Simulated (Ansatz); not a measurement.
# C2H6BF: the cost of one run

Program: Ansatz 0.2.0. Level of theory: RKS B3LYP-D4/def2-SVP. These are calculated values, not measurements.

## (1) The starting structure

Bond lengths: B1–C2 1.600 Å, C2–H3 1.110 Å, C2–H4 1.110 Å, C2–H5 1.110 Å, B1–C6 1.600 Å, C6–H7 1.110 Å, C6–H8 1.110 Å, C6–H9 1.110 Å, B1–F10 1.320 Å. Angles (14 of 15 angles, heavy atoms first): C2–B1–C6 120.0°, C2–B1–F10 120.0°, C6–B1–F10 120.0°, B1–C2–H3 109.5°, B1–C2–H4 109.5°, B1–C2–H5 109.5°, B1–C6–H7 109.5°, B1–C6–H8 109.5°, B1–C6–H9 109.5°, H3–C2–H4 109.4°, H3–C2–H5 109.4°, H4–C2–H5 109.4°, H7–C6–H8 109.4°, H7–C6–H9 109.4°.

Coordinates:

```xyz
10

B     0.0000    0.0000    0.0000
C     0.0000    0.0000    1.6000
H    -0.9996   -0.3092    1.9705
H     0.7676   -0.7111    1.9705
H     0.2320    1.0203    1.9705
C     1.3856    0.0000   -0.8000
H     1.7152   -1.0462   -0.9702
H     1.2491    0.5080   -1.7774
H     2.1552    0.5381   -0.2082
F    -1.1431    0.0000   -0.6600
```

## (2) Relaxing the start

Input file input.yaml:

```yaml
crystal:
  periodic: [false, false, false]
  atoms:
    - { symbol: B, position_ang: [0.0, 0.0, 0.0] }
    - { symbol: C, position_ang: [0.0, 0.0, 1.6] }
    - { symbol: H, position_ang: [-0.9996, -0.3092, 1.9705] }
    - { symbol: H, position_ang: [0.7676, -0.7111, 1.9705] }
    - { symbol: H, position_ang: [0.232, 1.0203, 1.9705] }
    - { symbol: C, position_ang: [1.3856, 0.0, -0.8] }
    - { symbol: H, position_ang: [1.7152, -1.0462, -0.9702] }
    - { symbol: H, position_ang: [1.2491, 0.508, -1.7774] }
    - { symbol: H, position_ang: [2.1552, 0.5381, -0.2082] }
    - { symbol: F, position_ang: [-1.1431, 0.0, -0.66] }
basis:
  gaussian: { orbitals: def2-SVP }
hamiltonian:
  xc: b3lyp
  dispersion: d4
relax:
  f_tol: 0.02
  max_steps: 40
```

On the command line:

```sh
$ ansatz run input.yaml --threads 2 --pin off --max-ram 3072MiB --backend cpu --events-out ev --progress --plain --runs-dir out
```

**Question.** How long does this run take on 2 threads of INTEL XEON PLATINUM 8581C at 2.10GHz (Emerald Rapids), shared host, and how much memory does it need?

About 18 s, with a peak of 0.19 GiB.
